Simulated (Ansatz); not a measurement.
# 6 HCOOH in a periodic box: a dynamics run in two tries

The task is a short trajectory. The molecules were packed at random to 1.348 g/cm³.

Method: DFT PBE, plane waves, PAW, scalar-relativistic, no spin polarisation, in Ansatz 0.2.0.

### 1 The system as given

The cell holds 30 atoms (C6H12O12): a = 6.981 Å, b = 6.981 Å, c = 6.981 Å, α = 90.00°, β = 90.00°, γ = 90.00°.

Coordinates:

```xyz
30
Lattice="6.9809 0.0000 0.0000 0.0000 6.9809 0.0000 0.0000 0.0000 6.9809" Properties=species:S:1:pos:R:3 pbc="T T T"
O     2.4341    2.9164    7.3501
C     1.0972    3.2279    7.2006
O     0.4203    3.0305    6.2395
H     2.7348    3.6375    8.0529
H     0.6342    3.5532    8.0031
O     2.8635    0.2177    0.1594
C     1.8440   -0.2660    0.7174
O     1.3698   -1.3822    0.5698
H     3.6039   -0.0043   -0.5170
H     1.2174    0.6328    1.0703
O     5.4259    5.8871    1.9682
C     4.2920    6.4867    2.5098
O     3.4012    5.7927    2.7162
H     5.5693    5.0264    2.3343
H     4.3320    7.6484    2.3879
O     5.3610    3.3713    2.8950
C     6.4073    2.6900    2.5946
O     6.3556    1.6226    2.0096
H     4.2314    3.0019    2.7532
H     7.3169    3.1718    3.1759
O     6.7175    5.6528    4.7213
C     6.0007    6.2509    5.6734
O     5.1006    7.0181    5.3587
H     6.3515    6.1179    3.9168
H     6.4885    5.8910    6.6285
O     1.6035    1.5600    4.4024
C     2.5312    1.9758    3.5673
O     2.8696    3.1860    3.3536
H     1.5487    2.1795    5.0792
H     2.8278    1.1768    2.8831
```

### 2 First attempt

input.yaml

```yaml
accuracy: low
crystal:
  lattice:
    - [6.9809, 0.0, 0.0]
    - [0.0, 6.9809, 0.0]
    - [0.0, 0.0, 6.9809]
  atoms:
    - { symbol: O, position: [0.34867673, 0.41776828, 1.05288247] }
    - { symbol: C, position: [0.15716566, 0.46238495, 1.03146953] }
    - { symbol: O, position: [0.06020788, 0.43411011, 0.8938019] }
    - { symbol: H, position: [0.39175846, 0.52106949, 1.15356063] }
    - { symbol: H, position: [0.09085373, 0.50899563, 1.1464306] }
    - { symbol: O, position: [0.41019114, 0.03118003, 0.02283247] }
    - { symbol: C, position: [0.2641433, -0.03809688, 0.10276485] }
    - { symbol: O, position: [0.19621922, -0.19800203, 0.08162888] }
    - { symbol: H, position: [0.5162551, -0.00062074, -0.07405845] }
    - { symbol: H, position: [0.17439452, 0.09065, 0.15331929] }
    - { symbol: O, position: [0.77725239, 0.84331512, 0.28194491] }
    - { symbol: C, position: [0.61482252, 0.92920204, 0.35953038] }
    - { symbol: O, position: [0.48721732, 0.82979725, 0.38908917] }
    - { symbol: H, position: [0.79779197, 0.72001823, 0.33438521] }
    - { symbol: H, position: [0.62054929, 1.09562441, 0.34205656] }
    - { symbol: O, position: [0.76794899, 0.48292639, 0.41470862] }
    - { symbol: C, position: [0.91783565, 0.38534368, 0.37167588] }
    - { symbol: O, position: [0.91042496, 0.23244062, 0.28786527] }
    - { symbol: H, position: [0.60613436, 0.43001502, 0.39439293] }
    - { symbol: H, position: [1.0481342, 0.45434755, 0.45494355] }
    - { symbol: O, position: [0.96227202, 0.80974745, 0.67631271] }
    - { symbol: C, position: [0.8595912, 0.89543446, 0.812699] }
    - { symbol: O, position: [0.73064557, 1.0053352, 0.76762776] }
    - { symbol: H, position: [0.9098448, 0.87637557, 0.56107079] }
    - { symbol: H, position: [0.92946773, 0.84387384, 0.94952452] }
    - { symbol: O, position: [0.22969113, 0.22346181, 0.63062874] }
    - { symbol: C, position: [0.36259279, 0.283028, 0.51100443] }
    - { symbol: O, position: [0.41106962, 0.45638104, 0.48039046] }
    - { symbol: H, position: [0.2218535, 0.31221127, 0.72757827] }
    - { symbol: H, position: [0.40507265, 0.16857334, 0.41300414] }
basis:
  ecutwfc: 420.0
kpoints:
  mp_grid: { grid: [1, 1, 1] }
hamiltonian:
  xc: pbe
scf:
  occupations: { method: fermi_dirac, width: 0.05 }
  lower_state_search: "off"
  max_iter: 50
md:
  timestep: 0.5
  n_steps: 25
  ensemble: nvt_langevin
  temperature: 1500.0
  initial_velocities: maxwell_boltzmann
  seed: 199967
  friction: 0.01
  pressure: 0.0
  fix_cell: [angles]
  temperature_schedule: [{ n_steps: 500, end_temperature: 100.0 }]
```

On the command line:

```console
ansatz run input.yaml --threads 1 --pin off --max-ram 3072MiB --backend cpu --events-out ev --progress --plain --runs-dir out
```

Q: Predict the outcome of this session. Wanted: first try.

As calculated:

| quantity | value |
| --- | --- |
| first try | refused |
| cause | the schedule's stages add up to more steps than the run has |

**Reading.** The fault in the first input was caught at the input check and cost nothing.
